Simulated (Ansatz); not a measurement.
H5O2SbSi, SMILES O[SiH](O)[SbH2], a rigid scan of one bond angle

Program: Ansatz 0.2.0, Python API.

Script `bend_h5o2sbsi.py`:
```python
"""Energy of H5O2SbSi against one bond angle."""

from dataclasses import dataclass

import ansatz as az
from ase import Atoms


@dataclass(frozen=True)
class Settings:
    basis_set: str = "def2-SVP"
    functional: str = "b3lyp"
    fmax: float = 0.02


settings = Settings()

atoms = Atoms(["O", "Si", "O", "Sb", "H", "H", "H", "H", "H"], positions=[
    (-0.3374, 1.0315, -1.3384),
    (0.5349, 0.4327, -0.0553),
    (1.9412, -0.271, -0.6868),
    (-0.737, -1.3071, 1.1476),
    (-1.1924, 1.4434, -0.9356),
    (0.8867, 1.5312, 0.8801),
    (2.4731, -0.6144, 0.1305),
    (-1.2571, -2.0368, -0.3793),
    (-2.2236, -0.2558, 1.22),
])

# start the scan from a relaxed geometry
first = az.Crystal.molecule_from_ase(atoms).calculation()
first = first.basis(gaussian=settings.basis_set).functional(settings.functional)
first = first.relax(force_tolerance=settings.fmax, max_steps=80)
atoms.positions = first.run(threads=1, backend="cpu").report["positions_ang"]

rows = []
for angle in [90, 100, 110, 120, 135, 150, 165, 179]:
    bent = atoms.copy()
    bent.set_angle(1, 0, 4, angle, indices=[4])
    model = (
        az.Crystal.molecule_from_ase(bent).calculation()
        .basis(gaussian=settings.basis_set)
        .functional(settings.functional)
    )
    rows.append((angle, model.run(threads=1, backend="cpu").report["free_energy_ev"]))
floor = min(e for _, e in rows)
for angle, e in rows:
    print(f"angle Si1-O0-H4 = {angle:3d} deg   {1000 * (e - floor):9.1f} meV")
```

```console
$ python bend_h5o2sbsi.py
angle Si1-O0-H4 =  90 deg       311.9 meV
angle Si1-O0-H4 = 100 deg       106.5 meV
angle Si1-O0-H4 = 110 deg        12.0 meV
angle Si1-O0-H4 = 120 deg         0.0 meV
angle Si1-O0-H4 = 135 deg        82.7 meV
angle Si1-O0-H4 = 150 deg       219.8 meV
angle Si1-O0-H4 = 165 deg       345.8 meV
angle Si1-O0-H4 = 179 deg       410.1 meV
```

Reading the output:
- The scan is rigid, and the energies are electronic, in a modest basis. The zero is the lowest point of the grid, which needn't be the minimum.
- def2 sets replace the cores of elements past krypton by effective core potentials.
- b3lyp holds the VWN-RPA fit, as in Gaussian; the form of ORCA and Turbomole is b3lyp5.
- Timing: 2.4 min on 1 thread of Arm Neoverse V1 (shared host), peak memory 0.3 GiB.
